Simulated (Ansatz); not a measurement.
Co2Pd:

```
CELL_PARAMETERS angstrom
2.63793 0.00000 0.00000
-1.31897 2.28451 0.00000
0.00000 0.00000 6.31934
ATOMIC_POSITIONS crystal
Pd 0.00000 0.00000 0.00000
Co 0.66667 0.33333 0.34978
Co 0.33333 0.66667 0.65022
```

The cell comes from a database or a generator and needn't be the stable form of this composition.

Base run:

| Property | Result |
| --- | --- |
| Program | Ansatz 0.2.0 |
| Functional | PBEsol |
| Potentials or basis | Ansatz PAW |
| Cutoff | 420 eV (not typed: the program's choice for these potentials) |
| k mesh | 12 × 12 × 4 |
| Occupations | fermi-dirac, width 0.05 eV |
| Spin | collinear spin, random start |
| Starting moments | [0.0, -0.79, 1.88] μB |

Its results: band gap on the k mesh none (metal or under the smearing width); pressure -10.5 GPa; largest force 0.044 eV/Å.

Problem. The run is repeated on the same cell with these changes: spin from collinear spin, random start to no spin polarisation. What comes out?

Solution. Band gap on the k mesh none (metal or under the smearing width); pressure -17.3 GPa; largest force 0.301 eV/Å.

Caveats: the PAW data sets come from PBE, with cores solved anew for the run's functional, which leaves a small shift of forces and pressure; the starting moments weren't kept (some runs).
